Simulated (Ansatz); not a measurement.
# C₆H₁₈B₂O₂: a ladder of functionals and wavefunction methods

An exercise on one series of results from a longer session: the logs are not shown, and one member is left open.

Computed with Ansatz 0.2.0, Gaussian basis. Level: functionals in def2-TZVPP, the program's frozen cores in correlated methods.

Plan: LDA (SPW92), PBE-D4, revPBE-D4, BLYP-D4, r2SCAN-D4, B97M-V, PBE0-D4, B3LYP-D4, r2SCANh-D4, r2SCAN0-D4, HSE06-D4, BHLYP-D4, CAM-B3LYP-D4, LC-ωPBE, ωB97X-V, ωB97M-V, B2PLYP, PBE-QIDH; CCSD(T)/def2-SVP; CCSD(T)/def2-TZVPP; MP2/def2-QZVPP; extrapolation to the limit; RPA on PBE.

### The geometry

The geometry comes from an earlier relaxation with PBE0-D4 in a triple-zeta def2 set; it is a stationary point, not always the lowest conformer.

SMILES `CC[B@H-]1[O+](C)[B@@H-](CC)[O+]1C`, 28 atoms, charge 0, spin multiplicity 1.

Atoms are counted from 1 here; the program's logs count them from 0.

Bond lengths: C1–C2 1.525 Å, C1–H11 1.093 Å, C1–H12 1.093 Å, C1–H13 1.093 Å, C2–B3 1.582 Å, C2–H14 1.098 Å, C2–H15 1.098 Å, B3–O4 1.551 Å, B3–O9 1.552 Å, B3–H16 1.214 Å, O4–C5 1.415 Å, O4–B6 1.548 Å, C5–H17 1.090 Å, C5–H18 1.093 Å, C5–H19 1.090 Å, B6–C7 1.581 Å, B6–O9 1.552 Å, B6–H20 1.215 Å and more. Angles: C2–C1–H11 111.2°, C2–C1–H12 111.2°, C2–C1–H13 112.2°, H11–C1–H12 107.0°, H11–C1–H13 107.5°, H12–C1–H13 107.5°, C1–C2–B3 115.4°, C1–C2–H14 110.0°, C1–C2–H15 110.0°, B3–C2–H14 108.2°, B3–C2–H15 108.2°, H14–C2–H15 104.5°, C2–B3–O4 114.1°, C2–B3–O9 114.1°, C2–B3–H16 117.4°, O4–B3–O9 87.9°, O4–B3–H16 109.8°, O9–B3–H16 109.8° and more.

The first run:

File in.yaml:

```yaml
crystal:
  periodic: [false, false, false]
  atoms:
    - {symbol: C, position_ang: [2.384750, -0.588722, 1.236185]}
    - {symbol: C, position_ang: [2.141896, 0.873641, 0.879793]}
    - {symbol: B, position_ang: [0.723308, 1.193848, 0.258146]}
    - {symbol: O, position_ang: [-0.467880, 0.613543, 1.064720]}
    - {symbol: C, position_ang: [-1.279230, 1.475416, 1.839891]}
    - {symbol: B, position_ang: [-1.037512, -0.046576, -0.213856]}
    - {symbol: C, position_ang: [-1.345605, -1.588025, -0.046872]}
    - {symbol: C, position_ang: [-1.656213, -2.285333, -1.368094]}
    - {symbol: O, position_ang: [0.316527, 0.256474, -0.910205]}
    - {symbol: C, position_ang: [0.338900, 0.758947, -2.234064]}
    - {symbol: H, position_ang: [2.293883, -1.230025, 0.355463]}
    - {symbol: H, position_ang: [1.653837, -0.943729, 1.967577]}
    - {symbol: H, position_ang: [3.379478, -0.750363, 1.659901]}
    - {symbol: H, position_ang: [2.277235, 1.504662, 1.768454]}
    - {symbol: H, position_ang: [2.910469, 1.221652, 0.176720]}
    - {symbol: H, position_ang: [0.492874, 2.347409, -0.041276]}
    - {symbol: H, position_ang: [-0.672103, 1.891291, 2.644341]}
    - {symbol: H, position_ang: [-1.680399, 2.282083, 1.221200]}
    - {symbol: H, position_ang: [-2.095775, 0.891839, 2.265741]}
    - {symbol: H, position_ang: [-1.907755, 0.651413, -0.695318]}
    - {symbol: H, position_ang: [-0.502528, -2.085616, 0.447317]}
    - {symbol: H, position_ang: [-2.202398, -1.699481, 0.630641]}
    - {symbol: H, position_ang: [-1.919503, -3.337084, -1.228832]}
    - {symbol: H, position_ang: [-2.490647, -1.803539, -1.886479]}
    - {symbol: H, position_ang: [-0.794550, -2.259446, -2.042188]}
    - {symbol: H, position_ang: [-0.280962, 1.655516, -2.312444]}
    - {symbol: H, position_ang: [1.370399, 0.997437, -2.494869]}
    - {symbol: H, position_ang: [-0.037596, -0.012631, -2.905194]}
basis:
  gaussian: {orbitals: def2-TZVPP}
hamiltonian: {xc: lda}
output: {orbitals: {seedname: orbitals}}
```

Steps of the session up to this table: LDA; PBE-D4 (GGA); revPBE-D4 (GGA); BLYP-D4 (GGA); r2SCAN-D4 (meta-GGA); B97M-V (meta-GGA); PBE0-D4 (hybrid); B3LYP-D4 (hybrid); r2SCANh-D4 (hybrid); r2SCAN0-D4 (hybrid); HSE06-D4 (hybrid); BHLYP-D4 (hybrid); CAM-B3LYP-D4 (range-separated); LC-ωPBE (range-separated); ωB97X-V (range-separated); ωB97M-V (range-separated); B2PLYP (double hybrid); PBE-QIDH (double hybrid).

One table of the session follows, with a row left open; its other results are not shown here.

It belongs to the step «Orbital energies across the functionals». 

```
  functional  HOMO (eV)  LUMO (eV)  gap (eV)
 LDA (SPW92)      -6.15      -0.15      6.00
      PBE-D4      -6.05       0.16      6.22
   revPBE-D4      -6.00       0.32      6.32
     BLYP-D4      -5.99       0.25      6.24
   r2SCAN-D4      -6.33       0.66      6.99
      B97M-V      -6.50       0.30      6.80
     PBE0-D4      -7.43       1.04      8.47
    B3LYP-D4      -7.25       0.76      8.02
  r2SCANh-D4      -6.84       0.96      7.80
  r2SCAN0-D4      -7.62       1.37      8.99
    HSE06-D4      -7.02       0.67      7.69
    BHLYP-D4      -8.79       1.72     10.52
CAM-B3LYP-D4          ?          ?         ?
     LC-ωPBE     -10.16       3.13     13.29
     ωB97X-V      -9.87       2.91     12.78
     ωB97M-V      -9.77       2.45     12.22
```

Q: Estimate the row for CAM-B3LYP-D4 from the others.

The run gave: HOMO (eV): -8.87; LUMO (eV): 1.88; gap (eV): 10.76. In the column «HOMO (eV)» it lies between ωB97M-V (-9.77) and BHLYP-D4 (-8.79).
